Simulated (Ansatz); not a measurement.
# Ge4I: single point with PBE

Ge4I:

```
CELL_PARAMETERS angstrom
2.74586 -1.78131 0.00000
2.74586 1.78131 0.00000
-1.13530 0.00000 12.99068
ATOMIC_POSITIONS crystal
Ge 0.51819 0.51819 0.72253
Ge 0.84479 0.84479 0.57805
Ge 0.15521 0.15521 0.42195
Ge 0.48181 0.48181 0.27747
I 0.00000 0.00000 0.00000
```

The cell was built by a generator and needn't be a form met in nature.

```yaml
Program: Ansatz 0.2.0
Task: single point
Functional: PBE
Potentials_or_basis: Ansatz PAW
Cutoff: "420 eV (not typed: the program's choice for these potentials)"
k_mesh: 7 × 7 × 2
Occupations: fermi-dirac, width 0.05 eV
Spin: no spin polarisation
```

```yaml
Pressure: -0.1 GPa
Largest_force: 0.075 eV/Å
Band_gap_on_the_k_mesh: none (metal or under the smearing width)
```

Forces in eV/Å, atoms in the order of the input:
```
Ge   0.005  0.000 -0.030
Ge  -0.047  0.000 -0.059
Ge   0.047  0.000  0.059
Ge  -0.005  0.000  0.030
I    0.000  0.000  0.000
```

Stress tensor (GPa, compression positive):
```
-0.56  0.00 -0.14
 0.00  0.73  0.00
-0.14  0.00 -0.39
```

Levels at points of the mesh, in eV from the Fermi level:
| k point | band 34 | band 35 | band 36 | band 37 | band 38 | band 39 | band 40 | band 41 |
| --- | --- | --- | --- | --- | --- | --- | --- | --- |
| (0.00, 0.00, 0.00) | 1.76 | 2.16 | 2.45 | 3.08 | 3.70 | 4.28 | 4.51 | 4.79 |
| (0.00, 0.00, -0.50) | 1.35 | 1.76 | 2.45 | 3.07 | 3.70 | 4.28 | 4.80 | 5.09 |

Run time: 4.2 s on 2 threads of Arm Neoverse V2, on a shared host, peak memory 0.47 GiB.

Caveat: this functional lacks dispersion, which binds the layers, so the pressure and a relaxed spacing across them are unreliable; an odd number of electrons without spin polarisation forces a metal; a magnetic or distorted state may lie lower. The run has no spin-orbit coupling, so splittings on I are missing.
